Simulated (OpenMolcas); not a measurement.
# Ru⁵⁺ among point charges: CASSCF and CASPT2 levels and susceptibility

How does a field of 5 point charges split the states of Ru⁵⁺, and what χT follows?

Method: state-averaged CASSCF and CASPT2, spin-orbit coupling by RASSI with atomic mean-field integrals. Code: OpenMolcas 26.06.

### Step 1. The system

* Species: Ru⁵⁺ (ruthenium, Z = 44, 39 electrons)
* Basis: ANO-RCC-VDZP [6s5p3d1f], 43 functions
* Scalar Hamiltonian: DKH2, point nucleus
* Inactive shells: 1s 2s 2p 3s 3p 3d 4s 4p
* Active space: 3 electrons in 5 orbitals (4d)
* Some configurations of this space: 4d³
* Orbitals: optimised for each spin and parity, averaged over all roots

The outer shells:

4d3
```
4d [↑ ][↑ ][↑ ][  ][  ]
```

The ion sits among 5 point charges of -2 e arranged as a trigonal bipyramid (D3h), 1.95 Å from the ion, with the axial distance 1.794 Å.

The work runs as a chain of OpenMolcas steps in one folder; each step below is one input file. Labels, J, g values, rates, χT and fits are worked out afterwards by a script from the matrices that RASSI stores.

### Step 2. GATEWAY and SEWARD: basis and integrals

a.inp reads:

```
&GATEWAY
Coord
1

Ru 0.0 0.0 0.0
Basis=ANO-RCC-VDZP
Group=NoSym
NoMove
AngMom=0.0 0.0 0.0
AMFI
XField
5 Angstrom 0
1.950000 0.000000 0.000000 -2.000000
-0.975000 1.688750 0.000000 -2.000000
-0.975000 -1.688750 0.000000 -2.000000
0.000000 0.000000 1.794000 -2.000000
0.000000 0.000000 -1.794000 -2.000000
&SEWARD
```

The run is started by

```console
> OMP_NUM_THREADS=1 MOLCAS_MEM=1689 MOLCAS_PROJECT=a pymolcas a.inp > a.log
```

### Step 3. Reference wave functions, quartets, 10 roots

a.inp reads:

```
&RASSCF
FileOrb=start.orb
Symmetry=1
Spin=4
nActEl=3 0 0
Inactive=18
Ras2=5
CIRoot=10 10 1
SDav=10
CIMx=300
Iter=120 100
PrWF=0.3
OrbListing=Nothing
MaxOrb=0
>>> COPY $Project.JobIph JOB001
```

start.orb holds the contracted functions of the basis, ordered by shell, or the orbitals of the step before.

### Step 4. Reference wave functions, doublets, 40 roots

a.inp reads:

```
&RASSCF
FileOrb=start.orb
Symmetry=1
Spin=2
nActEl=3 0 0
Inactive=18
Ras2=5
CIRoot=40 40 1
SDav=40
CIMx=300
Iter=120 100
PrWF=0.3
OrbListing=Nothing
MaxOrb=0
>>> COPY $Project.JobIph JOB002
```

### Step 5. RASSI: spin-orbit coupling between the states

a.inp reads:

```
&RASSI
NrOfJobIphs=2 10 40
1 2 3 4 5 6 7 8 9 10
1 2 3 4 5 6 7 8 9 10 11 12 13 14 15 16 17 18 19 20 21 22 23 24 25 26 27
28 29 30 31 32 33 34 35 36 37 38 39 40
IphNames
JOB001
JOB002
EJob
SpinOrbit
DIPRint=1.0
SOCoupling=1000.0
Subsets=2
Property=9
'ANGMOM' 1 'ANGMOM' 2 'ANGMOM' 3 'MLTPL  1' 1 'MLTPL  1' 2 'MLTPL  1' 3
'AMFI' 1 'AMFI' 2 'AMFI' 3
SOProperty=3
'ANGMOM' 1 'ANGMOM' 2 'ANGMOM' 3
```

### Step 6. CASPT2: IPEA 0.25, imaginary shift 0.1 (closed shells correlated: 4s 4p)

a.inp reads:

```
>>> COPY JOB001 $Project.JobIph
&CASPT2
Multistate=10 1 2 3 4 5 6 7 8 9 10
NoMult
Frozen=14
IPEA=0.25
Imaginary=0.1
MaxIter=60
WThr=0.0 0.3 0.05
PrWF=0.5
NoMix
>>> COPY JOB002 $Project.JobIph
&CASPT2
Multistate=40 1 2 3 4 5 6 7 8 9 10 11 12 13 14 15 16 17 18 19 20 21 22
23 24 25 26 27 28 29 30 31 32 33 34 35 36 37 38 39 40
NoMult
Frozen=14
IPEA=0.25
Imaginary=0.1
MaxIter=60
WThr=0.0 0.3 0.05
PrWF=0.5
NoMix
```

(Steps that only read results are left out.)

What does the calculation give? Wanted: spin-free ground state; first state of the same spin within the active space; lowest level; next level.

As calculated:

| quantity | value |
| --- | --- |
| method | SS-CASPT2, IPEA 0.25, imaginary shift 0.1 (closed shells correlated: 4s 4p) |
| spin-free ground state | 4E, 2-fold in its orbital part |
| first state of the same spin within the active space | 4E at 1240 cm⁻¹ |
| lowest level | 2-fold E1/2, g = 0.37, 0.37, 1.54 |
| next level | 688.4 cm⁻¹ |
| χT at 300 K | 0.27 cm³ K/mol |
| effective moment at 300 K | 1.47 μB |

Cost by method:

| method | time of its own steps | time with the reference |
| --- | --- | --- |
| A. CASSCF | 12 s | 12 s |
| B. SS-CASPT2, IPEA 0.25, imaginary shift 0.1, +4s 4p | 5.1 s | 17 s |

Times are of one thread on a shared host.

The spin-free ground state (4E) comes to 100 % from free-ion F terms and keeps the highest spin of the shell. χT at 300 K is 0.27, against 1.88 cm³ K/mol for the spin alone, so spin-orbit coupling lowers it. CASPT2 does not keep the components of a term degenerate, and the means are used. The field of point charges can differ much from that of real complexes. This is an electrostatic model: the charges have no orbitals.
